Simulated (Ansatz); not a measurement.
**CH₄F₂OSi: up Jacob's ladder to CCSD(T)**

The task here is to estimate one member of a computed series from the others.

Method: functionals in def2-TZVPP, the program's frozen cores in correlated methods; program: Ansatz 0.2.0, Gaussian basis.

The runs, in order: LDA (SPW92), PBE-D4, revPBE-D4, BLYP-D4, r2SCAN-D4, B97M-V, PBE0-D4, B3LYP-D4, r2SCANh-D4, r2SCAN0-D4, HSE06-D4, BHLYP-D4, CAM-B3LYP-D4, LC-ωPBE, ωB97X-V, ωB97M-V, B2PLYP, PBE-QIDH; CCSD(T)/def2-SVP; CCSD(T)/def2-TZVPP; MP2/def2-QZVPP; extrapolation to the limit; RPA on PBE.

## The relaxed structure

All runs share one geometry, relaxed beforehand with PBE0-D4 in a triple-zeta def2 set.

SMILES `FCO[SiH2]F`, 9 atoms, charge 0, spin multiplicity 1.

Atoms are counted from 1 here; the program's logs count them from 0.

Bond lengths: F1–C2 1.375 Å, C2–O3 1.376 Å, C2–H6 1.092 Å, C2–H7 1.095 Å, O3–Si4 1.639 Å, Si4–F5 1.596 Å, Si4–H8 1.476 Å, Si4–H9 1.474 Å. Angles: F1–C2–O3 110.5°, F1–C2–H6 107.8°, F1–C2–H7 107.1°, O3–C2–H6 108.4°, O3–C2–H7 111.4°, H6–C2–H7 111.5°, C2–O3–Si4 127.4°, O3–Si4–F5 109.3°, O3–Si4–H8 112.3°, O3–Si4–H9 105.3°, F5–Si4–H8 107.1°, F5–Si4–H9 109.1°, H8–Si4–H9 113.7°.

The first run:

Contents of in.yaml:

```yaml
crystal:
  periodic: [false, false, false]
  atoms:
    - {symbol: F, position_ang: [-1.150829, -0.549152, 1.462965]}
    - {symbol: C, position_ang: [-1.155234, 0.476091, 0.547440]}
    - {symbol: O, position_ang: [-0.464564, 0.112436, -0.585567]}
    - {symbol: Si, position_ang: [1.072622, -0.448718, -0.676415]}
    - {symbol: F, position_ang: [2.054051, 0.586820, 0.038058]}
    - {symbol: H, position_ang: [-2.193104, 0.672657, 0.270681]}
    - {symbol: H, position_ang: [-0.697372, 1.344168, 1.032852]}
    - {symbol: H, position_ang: [1.236360, -1.745454, 0.008766]}
    - {symbol: H, position_ang: [1.386471, -0.495248, -2.115778]}
basis:
  gaussian: {orbitals: def2-TZVPP}
hamiltonian: {xc: lda}
output: {orbitals: {seedname: orbitals}}
```

Among the steps run: LDA; PBE-D4 (GGA); revPBE-D4 (GGA); BLYP-D4 (GGA); r2SCAN-D4 (meta-GGA); B97M-V (meta-GGA); PBE0-D4 (hybrid); B3LYP-D4 (hybrid); r2SCANh-D4 (hybrid); r2SCAN0-D4 (hybrid); HSE06-D4 (hybrid); BHLYP-D4 (hybrid); CAM-B3LYP-D4 (range-separated); LC-ωPBE (range-separated); ωB97X-V (range-separated); ωB97M-V (range-separated); B2PLYP (double hybrid); PBE-QIDH (double hybrid).

One table of the session follows, with a row left open; its other results are not shown here.

It belongs to the step «Orbital energies across the functionals». 

```
  functional  HOMO (eV)  LUMO (eV)  gap (eV)
 LDA (SPW92)      -7.72      -0.72      7.00
      PBE-D4      -7.60      -0.45      7.15
   revPBE-D4      -7.54      -0.32      7.22
     BLYP-D4      -7.54      -0.35      7.20
   r2SCAN-D4      -7.96       0.05      8.01
      B97M-V      -8.12      -0.25      7.87
     PBE0-D4          ?          ?         ?
    B3LYP-D4      -9.04       0.19      9.23
  r2SCANh-D4      -8.58       0.34      8.92
  r2SCAN0-D4      -9.52       0.77     10.29
    HSE06-D4      -8.85       0.08      8.93
    BHLYP-D4     -10.84       1.28     12.12
CAM-B3LYP-D4     -10.78       1.39     12.17
     LC-ωPBE     -12.11       2.66     14.77
     ωB97X-V     -11.78       2.50     14.28
     ωB97M-V     -11.67       2.14     13.82
```

Estimate the missing values for PBE0-D4.

**Answer.** HOMO (eV): -9.26; LUMO (eV): 0.46; gap (eV): 9.72. In the column «HOMO (eV)» it lies between r2SCAN0-D4 (-9.52) and B3LYP-D4 (-9.04).
